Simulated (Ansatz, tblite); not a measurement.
# C₅H₁₅NSn: isomers side by side

The task here is to estimate one member of a computed series from the others.

Program: Ansatz 0.2.0, Gaussian basis. Level of theory: relaxed with PBE-D4/def2-SVP, singlet. These are calculated values, not measurements.

2 further runs of the same task are left out: 2 set aside as unsound or not needed.

## Starting geometry

22 atoms, charge 0, spin multiplicity 1.

Atoms are counted from 1 here; the program's logs count them from 0.

Bond lengths: C1–Sn7 2.175 Å, C1–H9 1.085 Å, C1–H10 1.084 Å, C1–H11 1.083 Å, C2–Sn7 2.204 Å, C2–H12 1.083 Å, C2–H13 1.084 Å, C2–H14 1.085 Å, C3–N6 1.442 Å, C3–H15 1.092 Å, C3–H16 1.096 Å, C3–H17 1.089 Å, C4–C5 1.526 Å, C4–N6 1.441 Å, C4–H18 1.096 Å, C4–H19 1.093 Å, C5–H20 1.087 Å, C5–H21 1.089 Å and more. Angles: Sn7–C1–H9 110.3°, Sn7–C1–H10 110.0°, Sn7–C1–H11 110.0°, H9–C1–H10 108.9°, H9–C1–H11 108.6°, H10–C1–H11 109.0°, Sn7–C2–H12 109.7°, Sn7–C2–H13 111.3°, Sn7–C2–H14 108.8°, H12–C2–H13 109.0°, H12–C2–H14 108.9°, H13–C2–H14 109.0°, N6–C3–H15 109.0°, N6–C3–H16 114.0°, N6–C3–H17 109.4°, H15–C3–H16 108.0°, H15–C3–H17 108.0°, H16–C3–H17 108.3° and more.

Sn takes a core potential in the def2 sets. No spin-orbit coupling is included.

The isomers as started, chosen beforehand: A: SnHMe2(NMeEt); B: SnHMe2(NHiPr). The structure above is A.

Set-up of the first run:

Contents of in.yaml:

```yaml
crystal:
  periodic: [false, false, false]
  atoms:
    - {symbol: C, position_ang: [2.873770, 0.910030, -0.288620]}
    - {symbol: C, position_ang: [-0.345630, 2.549200, -0.166690]}
    - {symbol: C, position_ang: [-0.082260, -1.246880, -1.391120]}
    - {symbol: C, position_ang: [-0.801880, -1.672830, 0.866790]}
    - {symbol: C, position_ang: [-2.226520, -1.129920, 0.802850]}
    - {symbol: N, position_ang: [0.159030, -1.021000, 0.012990]}
    - {symbol: Sn, position_ang: [0.863390, 0.846570, 0.538030]}
    - {symbol: H, position_ang: [0.907940, 0.765430, 2.234110]}
    - {symbol: H, position_ang: [2.835570, 1.078100, -1.359480]}
    - {symbol: H, position_ang: [3.383290, -0.027070, -0.098250]}
    - {symbol: H, position_ang: [3.437010, 1.715690, 0.166910]}
    - {symbol: H, position_ang: [0.187980, 3.474130, 0.012760]}
    - {symbol: H, position_ang: [-1.302940, 2.589850, 0.340070]}
    - {symbol: H, position_ang: [-0.514130, 2.441500, -1.233530]}
    - {symbol: H, position_ang: [-0.133600, -2.322250, -1.574130]}
    - {symbol: H, position_ang: [-1.010090, -0.795340, -1.761650]}
    - {symbol: H, position_ang: [0.748380, -0.845530, -1.970150]}
    - {symbol: H, position_ang: [-0.808990, -2.735750, 0.599380]}
    - {symbol: H, position_ang: [-0.436310, -1.590700, 1.893460]}
    - {symbol: H, position_ang: [-2.858940, -1.666320, 1.505060]}
    - {symbol: H, position_ang: [-2.232200, -0.072730, 1.065430]}
    - {symbol: H, position_ang: [-2.642880, -1.244180, -0.194210]}
basis:
  gaussian: {orbitals: def2-SVP}
hamiltonian: {xc: pbe, dispersion: d4}
scf: {lower_state_search: "off"}
output: {orbitals: {seedname: orbitals}}
relax: {f_tol: 0.02, max_steps: 100}
```

Run with:

```bash
$ ansatz run in.yaml --threads 4 --pin off --events-out ev --progress --plain --max-ram 4787MiB
```

Steps of the session up to this table: Relaxing candidate A; Relaxing candidate B; Candidate A, PBE0-D4/def2-TZVP; Candidate A, PBE-D4/def2-TZVP; Candidate A, r2SCAN-D4/def2-TZVP; Candidate A, ωB97M-V/def2-TZVP; Candidate A, HSE06-D4/def2-TZVP; Candidate A, BHLYP-D4/def2-TZVP; Candidate A, PBE-D4/def2-SVP; Candidate A, PBE0-D4/def2-SVP; Candidate A, MP2/def2-TZVP; Candidate A, RPA/def2-TZVP.

One of the session's tables, all rows but one given; the rest of the session is left out.

It belongs to the step «A against B». 

| level | A above B (kcal/mol) |
| --- | --- |
| GFN1-xTB | +13.3 |
| GFN2-xTB | +4.2 |
| HF/def2-TZVP | +9.4 |
| PBE-D4/def2-SVP | +7.7 |
| PBE-D4/def2-TZVP | +9.0 |
| r2SCAN-D4/def2-TZVP | +10.1 |
| PBE0-D4/def2-SVP | ? |
| PBE0-D4/def2-TZVP | +9.6 |
| HSE06-D4/def2-TZVP | +9.5 |
| BHLYP-D4/def2-TZVP | +9.3 |
| ωB97M-V/def2-TZVP | +10.2 |
| RPA/def2-TZVP | +9.4 |
| MP2/def2-TZVP | +10.2 |

Q: Estimate the row for PBE0-D4/def2-SVP from the others.

The run gave: A above B (kcal/mol): +8.2. In the column «A above B (kcal/mol)» it lies between PBE-D4/def2-SVP (+7.7) and PBE-D4/def2-TZVP (+9.0).

Limits of these values: Only singlets are compared; another spin may lie lower and prefer another shape.
